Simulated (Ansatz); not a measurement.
**CH5BFN: up Jacob's ladder to CCSD(T)**

Aim: compute CH5BFN with functionals from several rungs and with coupled cluster. The yardstick is the atomisation energy at the CCSD(T) limit.

The runs use Ansatz 0.2.0, Gaussian basis; functionals in def2-TZVPP, the program's frozen cores in correlated methods.

Levels to be run: LDA (SPW92), PBE-D4, revPBE-D4, BLYP-D4, r2SCAN-D4, B97M-V, PBE0-D4, B3LYP-D4, r2SCANh-D4, r2SCAN0-D4, HSE06-D4, BHLYP-D4, CAM-B3LYP-D4, LC-ωPBE, ωB97X-V, ωB97M-V, B2PLYP, PBE-QIDH; CCSD(T)/def2-SVP; CCSD(T)/def2-TZVPP; CCSD(T)/def2-QZVPP; extrapolation to the limit; RPA on PBE.

## (1) The relaxed structure

The geometry comes from an earlier relaxation with PBE0-D4 in a triple-zeta def2 set; it is a stationary point, not always the lowest conformer.

SMILES `CB(N)F`, 9 atoms, charge 0, spin multiplicity 1.

Atoms are counted from 1 here; the program's logs count them from 0.

Bond lengths: C1–B2 1.566 Å, C1–H5 1.094 Å, C1–H6 1.091 Å, C1–H7 1.094 Å, B2–N3 1.396 Å, B2–F4 1.347 Å, N3–H8 1.006 Å, N3–H9 1.003 Å. Angles: B2–C1–H5 110.2°, B2–C1–H6 113.8°, B2–C1–H7 110.2°, H5–C1–H6 108.1°, H5–C1–H7 106.2°, H6–C1–H7 108.1°, C1–B2–N3 124.5°, C1–B2–F4 118.6°, N3–B2–F4 116.9°, B2–N3–H8 122.4°, B2–N3–H9 123.0°, H8–N3–H9 114.6°.

## (2) LDA

This LDA is Slater exchange with PW92 correlation.

Contents of in.yaml:

```yaml
crystal:
  periodic: [false, false, false]
  atoms:
    - {symbol: C, position_ang: [-0.428412, 0.964700, -0.538980]}
    - {symbol: B, position_ang: [0.098211, -0.482266, -0.251414]}
    - {symbol: N, position_ang: [0.546175, -0.928062, 0.993805]}
    - {symbol: F, position_ang: [0.128524, -1.370898, -1.263783]}
    - {symbol: H, position_ang: [0.176615, 1.438372, -1.318136]}
    - {symbol: H, position_ang: [-0.424046, 1.616293, 0.336622]}
    - {symbol: H, position_ang: [-1.450389, 0.924323, -0.927963]}
    - {symbol: H, position_ang: [0.878707, -1.865227, 1.143736]}
    - {symbol: H, position_ang: [0.563114, -0.343534, 1.809012]}
basis:
  gaussian: {orbitals: def2-TZVPP}
hamiltonian: {xc: lda}
output: {orbitals: {seedname: orbitals}}
```

The run is started by

```bash
$ ansatz run in.yaml --threads 2 --pin off --events-out ev --progress --plain --max-ram 22528MiB --backend cpu
```

After this run come: PBE-D4 (GGA); revPBE-D4 (GGA); BLYP-D4 (GGA); r2SCAN-D4 (meta-GGA); B97M-V (meta-GGA); PBE0-D4 (hybrid); B3LYP-D4 (hybrid); r2SCANh-D4 (hybrid); r2SCAN0-D4 (hybrid); HSE06-D4 (hybrid); BHLYP-D4 (hybrid); CAM-B3LYP-D4 (range-separated); LC-ωPBE (range-separated); ωB97X-V (range-separated); ωB97M-V (range-separated); B2PLYP (double hybrid); PBE-QIDH (double hybrid); CCSD(T) in def2-SVP; CCSD(T) in def2-TZVPP; CCSD(T) in def2-QZVPP; RPA on PBE orbitals.

**Question.** What will the summary of the whole plan be? Wanted: atomisation energy, CCSD(T)/CBS; farthest beyond LDA; mean size of error, GGA; mean size of error, meta-GGA; mean size of error, hybrid; mean size of error, range-separated; mean size of error, double hybrid; gap, smallest and largest; T1 diagnostic.

**Answer**, as computed:

```
                               quantity                                                      value
        atomisation energy, CCSD(T)/CBS                                                  37.503 eV
    functionals within 0.188 eV (0.5 %)  revPBE-D4, r2SCANh-D4, LC-ωPBE, ωB97X-V, B2PLYP, PBE-QIDH
                    farthest beyond LDA                                         PBE-D4 (+0.893 eV)
                mean size of error, GGA                                                   0.407 eV
           mean size of error, meta-GGA                                                   0.214 eV
             mean size of error, hybrid                                                   0.313 eV
    mean size of error, range-separated                                                   0.283 eV
      mean size of error, double hybrid                                                   0.096 eV
              gap, smallest and largest                      6.68 eV (BLYP-D4), 13.93 eV (LC-ωPBE)
                          T1 diagnostic                                                     0.0111
triples share of the correlation energy                                                      3.3 %
```

The LDA atomisation energy is off by 5.347 eV (14 %): it overbinds. PBE-D4 is off by +0.893 eV. Double hybrids carry the basis error of their MP2 part in triple zeta, and no dispersion term here, so their miss is partly the set-up's. By mean error the best rung here is double hybrid (0.096 eV) and the worst beyond LDA is GGA (0.407 eV). The reference freezes the cores and leaves out relativity and excitations past (T), so misses under about 0.188 eV can't be ranked. Hartree-Fock recovers 75 % of the binding; the rest is correlation. CCSD(T) in def2-SVP is off by -1.704 eV, so the small basis spoils what the method gains. The gap grows from 6.7 to 13.9 eV across the functionals, mostly with the share of exact exchange.
